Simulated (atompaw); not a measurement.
**A PAW (atompaw) potential for I, from input to tests**

Do these settings give a usable potential? It is generated, then checked for scattering, ghosts and hardness.

Method: atompaw 4.2.0.5, PBE, scalar-relativistic.

### Step 1. The atom and the settings

The settings as typed:

```json
{
 "element": "iodine (I, Z = 53)",
 "type": "PAW",
 "frozen core": "[Kr]",
 "valence charge": "17",
 "reference configuration": "4d10 5s2 5p5",
 "partial waves": "5s (bound): rc 1.65 bohr; 5s channel at 2.2 Ry: rc 1.65 bohr; 5p (bound): rc 2.00 bohr; 5p channel at 3.9 Ry: rc 2.00 bohr; 4d (bound): rc 1.70 bohr; 4d channel at -3.3 Ry: rc 1.70 bohr",
 "local potential": "troulliermartins scheme with l = 3 at 0 Ry, radius 1.50 bohr",
 "core correction": "smooth core density matched at 1.10 bohr",
 "augmentation charge": "sinc compensation charge, radius 1.75 bohr; PAW radius 2.00 bohr; waves and projectors: custom rrkj gramschmidtortho"
}
```

The outer shells as boxes (Hund's rule for the drawing; the calculation is spin-unpolarised):

```
[Kr] core
4d [↑↓][↑↓][↑↓][↑↓][↑↓]
5s [↑↓]
5p [↑↓][↑↓][↑ ]
```

An earlier all-electron run gives the scale for the radii.

All-electron outer shells of the reference configuration (PBE, scalar-relativistic, ld1.x):

| shell | level (eV) | outermost node (bohr) | outermost maximum (bohr) |
| --- | --- | --- | --- |
| 4s | -180.60 | 0.37 | 0.68 |
| 4p | -127.57 | 0.37 | 0.72 |
| 4d | -50.28 | 0.35 | 0.78 |
| 5s | -17.41 | 0.88 | 1.70 |
| 5p | -7.09 | 0.96 | 2.02 |

### Step 2. The generation run

Input file I.input:

```
I 53
GGA-PBE scalarrelativistic loggrid 1500 logderivrange -6 5 276
5 5 4 0 0 0
5 1 5
0 0 0
c
c
c
c
v
c
c
c
v
c
v
2
2.00 1.75 1.50 1.10
y
2.2
n
y
3.9
n
y
-3.3
n
custom rrkj gramschmidtortho sinc
3 0 troulliermartins
1.65
1.65
2.00
2.00
1.70
1.70
PWSCFOUT
UPFDX 0.0125d0 UPFXMIN -7.d0 UPFZMESH 53.d0
END
```

Command:

```bash
$ atompaw < I.input > I.log
```

Q: Predict the outcome of this session. Wanted: cutoffs for 10 and 1 mRy, occupied levels; bound ghosts; largest phase difference near zero energy, channels read; lowest eigenvalue of the overlap; share of valence orbitals outside the PAW sphere; UPF file.

**Answer**, as computed:

| quantity | value |
| --- | --- |
| cutoffs for 10 and 1 mRy, occupied levels | 55 Ry and 80 Ry |
| bound ghosts | s at -373.54 eV, p at -143.09 eV, d at -71.40 eV |
| largest phase difference near zero energy, channels read | 0.075 rad |
| lowest eigenvalue of the overlap (Bessel basis) | 0.351 (p) |
| share of valence orbitals outside the PAW sphere | 5s 43 %, 5p 66 %, 4d 1 % |
| UPF file | written |

What this shows: A bound ghost (s, p, d) makes it unfit for use: electrons can fall into a state that the atom doesn't have. It counts as of middling hardness, with 55 Ry needed at the looser tolerance. The slowest occupied level is 4d: taken alone it needs 55 Ry to come within 1 mRy, against 25 Ry for 5s. Of the channels read, d scatters worst near zero energy, by up to 0.07 rad. The pseudo curves have a pole with no partner nearby in the atom's: d at -5.26 Ry. All of this concerns the isolated atom, not yet a solid.
